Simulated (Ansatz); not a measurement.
# BH7SiSn: up Jacob's ladder to CCSD(T)

Aim: compute BH7SiSn with functionals from several rungs and with coupled cluster, and see how far each lands from CCSD(T) at the basis-set limit for the atomisation energy.

Method: functionals in def2-TZVPP, the program's frozen cores in correlated methods; program: Ansatz 0.2.0, Gaussian basis.

Plan: LDA (SPW92), PBE-D4, revPBE-D4, BLYP-D4, r2SCAN-D4, B97M-V, PBE0-D4, B3LYP-D4, r2SCANh-D4, r2SCAN0-D4, HSE06-D4, BHLYP-D4, CAM-B3LYP-D4, LC-ωPBE, ωB97X-V, ωB97M-V, B2PLYP, PBE-QIDH; CCSD(T)/def2-SVP; CCSD(T)/def2-TZVPP; MP2/def2-QZVPP; extrapolation to the limit; RPA on PBE.

1 further run of the same task is left out (for a known fault of the program).

## 1. The relaxed structure

All runs share one geometry, relaxed beforehand with PBE0-D4 in a triple-zeta def2 set. Sn takes the def2 core potential; no spin-orbit term is included.

SMILES `[BH2][SnH2][SiH3]`, 10 atoms, charge 0, spin multiplicity 1.

Atoms are counted from 1 here; the program's logs count them from 0.

Bond lengths: B1–Sn2 2.234 Å, B1–H4 1.194 Å, B1–H5 1.194 Å, Sn2–Si3 2.574 Å, Sn2–H6 1.711 Å, Sn2–H7 1.711 Å, Si3–H8 1.487 Å, Si3–H9 1.487 Å, Si3–H10 1.487 Å. Angles: Sn2–B1–H4 120.6°, Sn2–B1–H5 120.7°, H4–B1–H5 118.6°, B1–Sn2–Si3 108.3°, B1–Sn2–H6 113.0°, B1–Sn2–H7 113.0°, Si3–Sn2–H6 107.4°, Si3–Sn2–H7 107.5°, H6–Sn2–H7 107.3°, Sn2–Si3–H8 110.2°, Sn2–Si3–H9 110.4°, Sn2–Si3–H10 110.2°, H8–Si3–H9 108.7°, H8–Si3–H10 108.5°, H9–Si3–H10 108.7°.

## 2. LDA

This LDA is Slater exchange with PW92 correlation.

Input file in.yaml:

```yaml
crystal:
  periodic: [false, false, false]
  atoms:
    - {symbol: B, position_ang: [-1.717096, 0.656977, -1.153745]}
    - {symbol: Sn, position_ang: [0.300545, 0.942321, -0.237474]}
    - {symbol: Si, position_ang: [0.948650, -1.229684, 0.981652]}
    - {symbol: H, position_ang: [-2.707462, 0.895202, -0.530724]}
    - {symbol: H, position_ang: [-1.828290, 0.206660, -2.253998]}
    - {symbol: H, position_ang: [0.339022, 2.207710, 0.913612]}
    - {symbol: H, position_ang: [1.520333, 1.268073, -1.392271]}
    - {symbol: H, position_ang: [0.976872, -2.368106, 0.024829]}
    - {symbol: H, position_ang: [2.292711, -1.095091, 1.603087]}
    - {symbol: H, position_ang: [-0.042184, -1.535262, 2.048033]}
basis:
  gaussian: {orbitals: def2-TZVPP}
hamiltonian: {xc: lda}
output: {orbitals: {seedname: orbitals}}
```

On the command line:

```console
$ ansatz run in.yaml --threads 2 --pin off --events-out ev --progress --plain --max-ram 4352MiB
```

The runs that follow: PBE-D4 (GGA); revPBE-D4 (GGA); BLYP-D4 (GGA); r2SCAN-D4 (meta-GGA); B97M-V (meta-GGA); PBE0-D4 (hybrid); B3LYP-D4 (hybrid); r2SCANh-D4 (hybrid); r2SCAN0-D4 (hybrid); HSE06-D4 (hybrid); BHLYP-D4 (hybrid); CAM-B3LYP-D4 (range-separated); LC-ωPBE (range-separated); ωB97X-V (range-separated); ωB97M-V (range-separated); B2PLYP (double hybrid); PBE-QIDH (double hybrid); CCSD(T) in def2-SVP; CCSD(T) in def2-TZVPP; MP2 in def2-QZVPP; RPA on PBE orbitals.

Q: Predict the results of all the runs planned. Wanted: atomisation energy, CCSD(T)/CBS; farthest beyond LDA; mean size of error, GGA; mean size of error, meta-GGA; mean size of error, hybrid; mean size of error, range-separated; mean size of error, double hybrid; gap, smallest and largest; T1 diagnostic.

The runs gave:

```
                               quantity                                                                                          value
        atomisation energy, CCSD(T)/CBS                                                                                  2714.5 kJ/mol
 functionals within 27.1 kJ/mol (1.0 %)  r2SCAN-D4, B97M-V, B3LYP-D4, r2SCANh-D4, r2SCAN0-D4, BHLYP-D4, CAM-B3LYP-D4, ωB97X-V, ωB97M-V
                    farthest beyond LDA                                                                       revPBE-D4 (-87.1 kJ/mol)
                mean size of error, GGA                                                                                    60.9 kJ/mol
           mean size of error, meta-GGA                                                                                    17.7 kJ/mol
             mean size of error, hybrid                                                                                    25.7 kJ/mol
    mean size of error, range-separated                                                                                    18.8 kJ/mol
      mean size of error, double hybrid                                                                                    48.2 kJ/mol
              gap, smallest and largest                                                       2.95 eV (LDA (SPW92)), 9.75 eV (LC-ωPBE)
                          T1 diagnostic                                                                                         0.0136
triples share of the correlation energy                                                                                          2.9 %
```

What this shows: LDA overbinds by 273.6 kJ/mol (10 %). PBE-D4 is off by -45.1 kJ/mol. Double hybrids carry the basis error of their MP2 part in triple zeta, and no dispersion term here, so their miss is partly the set-up's. The rungs meta-GGA, range-separated, hybrid miss on average by less than the doubt on the reference (27.1 kJ/mol), so they tie. Misses under about 27.1 kJ/mol are within the doubt on the reference itself, which lacks core-valence correlation, spin-orbit coupling and higher excitations, and its outer-core shells are covered unevenly. All levels share the lack of spin-orbit coupling, which lowers the free heavy atoms and so the true binding. Hartree-Fock recovers 76 % of the binding; the rest is correlation. CCSD(T) in def2-SVP is off by -176.6 kJ/mol, which most functionals beat. Orbital gaps span 2.9 to 9.8 eV; exact exchange widens them. Correlated methods include outer-core shells of Sn, which these sets cover unevenly.
